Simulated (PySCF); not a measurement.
# TeCl: changing the method

What do other methods print for TeCl?

Program: PySCF 2.14.0. Level of theory: method and basis as typed in the scripts. These are calculated values, not measurements.

5 further runs of the same task are left out: 1 for a known fault of the program, 4 that didn't finish.

**1. The system as given**

TeCl: 2 atoms, charge 0, spin multiplicity 2.

Bond lengths: Te1–Cl2 2.290 Å.

**2. The base run**

input.py

```python
from pyscf import gto, scf, mp

mol = gto.M(
    atom='Te 0 0 0; Cl 0 0 2.29',
    basis='x2c-svpall',
    charge=0,
    spin=1,
    verbose=4,
)
mf = scf.UHF(mol)
mf = mf.sfx2c1e()
mf.kernel()
mp.MP2(mf, frozen=23).kernel()
mf.dip_moment()
print('orbital energies (hartree):', [e[max(0, n-3):n+3].round(4) for e, n in zip(mf.mo_energy, mol.nelec)])
```

Command:

```sh
> OMP_NUM_THREADS=1 python input.py
```

**3. Wb97 (UKS)**

Edit 1 changes functional: none (Hartree–Fock) → wb97; SCF type: UHF → UKS; step after the SCF: mp2 → analyze.

input.py

```python
from pyscf import gto, dft

mol = gto.M(
    atom='Te 0 0 0; Cl 0 0 2.29',
    basis='x2c-svpall',
    charge=0,
    spin=1,
    verbose=4,
)
mf = dft.UKS(mol, xc='wb97')
mf = mf.sfx2c1e()
mf.kernel()
mf.analyze()
print('orbital energies (hartree):', [e[max(0, n-3):n+3].round(4) for e, n in zip(mf.mo_energy, mol.nelec)])
```

**4. MP2**

Edit 2 changes frozen orbitals: 23 → none.

Edit input.py of step 2 so:

```diff
@@ -12,3 +12,3 @@
 mf.kernel()
-mp.MP2(mf, frozen=23).kernel()
+mp.MP2(mf).kernel()
 mf.dip_moment()
```

**5. B3lyp5 (UKS)**

Edit 3 changes functional: none (Hartree–Fock) → b3lyp5; SCF type: UHF → UKS; step after the SCF: mp2 → analyze.

input.py

```python
from pyscf import gto, dft

mol = gto.M(
    atom='Te 0 0 0; Cl 0 0 2.29',
    basis='x2c-svpall',
    charge=0,
    spin=1,
    verbose=4,
)
mf = dft.UKS(mol, xc='b3lyp5')
mf = mf.sfx2c1e()
mf.kernel()
mf.analyze()
print('orbital energies (hartree):', [e[max(0, n-3):n+3].round(4) for e, n in zip(mf.mo_energy, mol.nelec)])
```

**6. Stability test**

Edit 4 changes step after the SCF: mp2 → stability.

Edit input.py of step 2 so:

```diff
@@ -1,2 +1,2 @@
-from pyscf import gto, scf, mp
+from pyscf import gto, scf
 
@@ -12,3 +12,3 @@
 mf.kernel()
-mp.MP2(mf, frozen=23).kernel()
+mf.stability(internal=True, external=True)
 mf.dip_moment()
```

What does the calculation give? Wanted: for each run, E(SCF); from base; gap, α spin; SCF dipole; after the SCF.

**Answer**, as computed:

```csv
run,E(SCF) (hartree),from base (eV),cycles,"gap, α spin (eV)",SCF dipole (D),after the SCF
base,-7251.033385,0,12,10.39,2.00,"MP2 correlation -6.050 eV, core frozen"
wb97 (UKS),-7255.222715,not comparable,10,9.14,1.73,n/a
MP2,-7251.033385,0.0000,12,10.39,2.00,MP2 correlation -6.524 eV
b3lyp5 (UKS),-7254.408000,not comparable,9,3.82,1.36,n/a
stability test,-7251.033385,0.0000,12,10.39,2.00,unstable: UHF/UKS -> GHF/GKS
```

**Reading.** Total energies of different functionals can't be compared with each other; differences within one functional can. The dearest run is “wb97 (UKS)”, at 10 s against 1.8 s.
